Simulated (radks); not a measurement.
# Zr⁴⁺ in [Kr]: an all-electron calculation

One table from this session's results is given with a row withheld; the runs are named, their logs left out.

The numbers are computed with radks (a radial shooting solver on a logarithmic mesh, Libxc functionals) version 1 (Dirac Kohn-Sham, B86b exchange with PBE correlation, spin-unpolarised, spherical densities, point nucleus), except any that are marked as measured or tabulated.

**Starting point**

- element: zirconium (Z = 40)
- charge: +4
- electrons: 36
- configuration: [Kr]

The outer shells:

Zr⁴⁺
```
[Ar] core
3d [↑↓][↑↓][↑↓][↑↓][↑↓]
4s [↑↓]
4p [↑↓][↑↓][↑↓]
```

The first run:

Settings of this run:

```text
Z 40
configuration [Kr]
relativity Dirac
functional b86_mgc,pbe
spin unpolarised
j_filling energy
nucleus point
c 137.035999084
```

One of the session's tables, all rows but one given; the rest of the session is left out.

It belongs to the step «Orbitals and density». Radial moments (bohr):

```
level      <r>  outermost maximum (interpolated)  90 % within  nodes
1s1/2  0.03706                            0.0241       0.0664      0
2s1/2   0.1623                             0.137        0.251      1
2p1/2   0.1387                             0.107        0.227      0
2p3/2   0.1430                             0.111        0.233      0
3s1/2   0.4581                             0.408        0.678      2
3p1/2        ?                                 ?            ?      ?
3p3/2   0.4651                             0.405        0.704      1
3d3/2   0.4499                             0.346        0.724      0
3d5/2   0.4535                             0.348        0.729      0
4s1/2    1.189                              1.07         1.72      3
4p1/2    1.298                              1.15         1.91      2
4p3/2    1.323                              1.17         1.94      2
```

Q: Estimate the row for 3p1/2 from the others.

As computed: <r>: 0.4547; outermost maximum (interpolated): 0.396; 90 % within: 0.689; nodes: 1. In the column «<r>» it lies between 3d5/2 (0.4535) and 3s1/2 (0.4581).
